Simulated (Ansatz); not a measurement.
# CH6SiSn: vertical spin-state energies, by script

Which spin state of CH6SiSn lies lowest at this geometry? Aim: vertical spin-state energies, for CH6SiSn, run from a script. SMILES: [CH2]1[SiH2][SnH2]1.

Computed with the Python package of Ansatz 0.2.0. Level of theory: CCSD(T)/def2-SVP.

## Step 1: The system

Bond lengths: C1–Si2 1.795 Å, C1–Sn3 2.070 Å, Si2–Sn3 2.570 Å, C1–H4 1.096 Å, C1–H5 1.163 Å, Si2–H6 1.486 Å, Si2–H7 1.489 Å, Sn3–H8 1.777 Å, Sn3–H9 1.799 Å. Angles (14 of 18 angles, heavy atoms first): C1–Si2–Sn3 53.1°, Si2–C1–Sn3 83.0°, C1–Sn3–Si2 43.9°, C1–Si2–H6 116.0°, C1–Si2–H7 114.1°, Sn3–Si2–H6 114.1°, Sn3–Si2–H7 114.3°, Si2–C1–H4 112.0°, Si2–C1–H5 112.2°, Sn3–C1–H4 117.0°, Sn3–C1–H5 113.9°, C1–Sn3–H8 116.1°, C1–Sn3–H9 119.6°, Si2–Sn3–H8 106.0°.

The script holds or builds the structure itself.

## Step 2: Script

The input, spin_ch6sisn.py:

```python
# -*- coding: utf-8 -*-
"""Vertical spin-state energies of CH6SiSn."""

import ansatz as az
from ase import Atoms


def main():
    atoms = Atoms(["C", "Si", "Sn", "H", "H", "H", "H", "H", "H"], positions=[
        [-0.7707, 0.0656, -0.6997],
        [0.79, 0.8858, -0.3611],
        [-0.2433, -1.069, 0.949],
        [-0.7669, -0.4387, -1.6725],
        [-1.6825, 0.7647, -0.5185],
        [0.6998, 2.197, 0.3331],
        [1.8945, 0.4929, -1.2785],
        [0.7947, -2.4762, 0.6308],
        [-0.6271, -0.4682, 2.6004],
    ])
    mol = az.Crystal.molecule_from_ase(atoms)

    model = mol.calculation().basis(gaussian="def2-SVP").correlation("ccsd_t")
    found = {}
    for unpaired in [0, 2]:
        data = model.spin("collinear", total=unpaired).run().report
        s = unpaired / 2
        found[unpaired] = data["free_energy_ev"]
        print(f"2S+1 = {unpaired + 1}: E = {found[unpaired]:.5f} eV, <S^2> = {abs(data['mean_field']['state']['spin_squared']):.3f} (pure state {s * (s + 1):.2f})")
    lowest = min(found, key=found.get)
    for unpaired, e in found.items():
        print(f"multiplicity {unpaired + 1}: {96.485332 * (e - found[lowest]):.1f} kJ/mol above the lowest")


if __name__ == "__main__":
    main()
```

## Step 3: Running it

Started as:

```bash
$ python spin_ch6sisn.py
```

The log of the run:

```text
2S+1 = 1: E = -14798.39107 eV, <S^2> = 0.000 (pure state 0.00)
2S+1 = 3: E = -14795.82210 eV, <S^2> = 2.013 (pure state 2.00)
multiplicity 1: 0.0 kJ/mol above the lowest
multiplicity 3: 247.9 kJ/mol above the lowest
```

It took 64 s on 1 thread of Intel Xeon Platinum 8375C at 2.90GHz (Ice Lake), shared host; peak memory 0.72 GiB.

## Step 4: What each run gave

From the records of these 2 runs:

```
run  2S+1  energy from run 1 (eV)  <S²>  iterations in all  CPU time (s)
  1     1                  0.0000  0.00                 39            21
  2     3                  2.5690  2.01                 87            43
```

## Step 5: What came out

| quantity | value |
| --- | --- |
| runs compared | 2 |
| lowest | run 1 (2S+1 = 1) |
| next above it by | 2.569 eV |

**Reading.** In order: multiplicity 1 (+0.00 eV) and multiplicity 3 (+2.57 eV), all at the one geometry. Caveats:
- The geometry is a force-field or estimated start, not a minimum of this method, and the basis set is short of its limit. All parts are taken at fixed geometry, without zero-point energy.
- def2 sets replace the cores of elements past krypton by effective core potentials.
- Spin-orbit coupling, which mixes and shifts the spin states of heavy atoms, is left out.
